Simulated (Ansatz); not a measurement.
**BH4Cl: search for a transition state**

Is there a first-order saddle for this four-centre ligand exchange, which should form B1–H6, Cl2–H5 and break B1–Cl2, H5–H6, and which two structures does it connect?

Method: PBE0-D4, def2-SVP first, then def2-TZVP; program: Ansatz 0.2.0, Gaussian basis.

152 further runs of the same task are left out: 152 set aside as unsound or not needed.

### Step 1. The starting structure

The guess: 6 atoms, charge 0, spin multiplicity 1.

Atoms are counted from 1 here; the program's logs count them from 0.

Bond lengths: B1–Cl2 2.015 Å, B1–H3 1.173 Å, B1–H4 1.173 Å, B1–H5 1.347 Å, B1–H6 1.277 Å. Angles: Cl2–B1–H3 106.4°, Cl2–B1–H4 106.4°, Cl2–B1–H5 59.0°, Cl2–B1–H6 108.2°, H3–B1–H4 118.7°, H3–B1–H5 120.6°, H3–B1–H6 108.4°, H4–B1–H5 120.6°, H4–B1–H6 108.4°, H5–B1–H6 49.1°.

Coordinates:

```xyz
6

B     0.0237   -0.3504    0.0658
Cl    0.8447    1.0625   -1.1123
H    -0.5163   -1.1065   -0.6505
H     0.8848   -0.7472    0.7568
H    -0.3787    0.9335    0.1388
H    -0.8582    0.2081    0.8014
```

Distances that are to change: B1–H6 1.28 Å, Cl2–H5 1.75 Å, B1–Cl2 2.01 Å, H5–H6 1.09 Å.

### Step 2. Constrained relaxation of the guess

File hold/in.yaml:

```yaml
crystal:
  periodic: [false, false, false]
  atoms:
    - {symbol: B, position_ang: [0.023700, -0.350400, 0.065800]}
    - {symbol: Cl, position_ang: [0.844700, 1.062500, -1.112300]}
    - {symbol: H, position_ang: [-0.516300, -1.106500, -0.650500]}
    - {symbol: H, position_ang: [0.884800, -0.747200, 0.756800]}
    - {symbol: H, position_ang: [-0.378700, 0.933500, 0.138800]}
    - {symbol: H, position_ang: [-0.858200, 0.208100, 0.801400]}
basis:
  gaussian: {orbitals: def2-SVP}
hamiltonian: {xc: pbe0, dispersion: d4}
relax: {f_tol: 0.04, max_steps: 150, escape_saddle: false, constraints: [{distance: [0, 5]}, {distance: [1, 4]}, {distance: [0, 1]}, {distance: [4, 5]}]}
```

Command:

```console
> ansatz run in.yaml --threads 2 --pin off --events-out ev --progress --plain --max-ram 4352MiB
```

The runs that follow: A starting Hessian; Saddle search in the small basis; Saddle search in triple zeta; Vibrations at the point found; Relaxing after a step of 0.30 Å one way along the mode; Relaxing after a step of 0.30 Å the other way along the mode.

What does the calculation give? Wanted: imaginary mode; barrier from the start side; barrier from the end side; energy of the step; pairs that change; zero-point energy at the saddle.

**Answer**, as computed:

```
                       quantity                                                     value
                 imaginary mode                                                 582i cm⁻¹
    barrier from the start side                                               90.2 kJ/mol
      barrier from the end side                                               24.6 kJ/mol
             energy of the step                                              +65.5 kJ/mol
              pairs that change  B1–H6 formed, Cl2–H5 formed, B1–Cl2 broken, H5–H6 broken
zero-point energy at the saddle                                                  0.987 eV
```

What this shows: The point has a single imaginary mode (582i cm⁻¹), as a transition state must. It joins the planned start and end. At PBE0-D4/def2-TZVP the electronic barrier is 90.2 kJ/mol, about 36 kT at 298 K, and the step runs 65.5 kJ/mol uphill. A step off the saddle overshot and began above it in energy, so the link to its end is likely but not proven. The ends are the nearest minima, not always the lowest complexes.
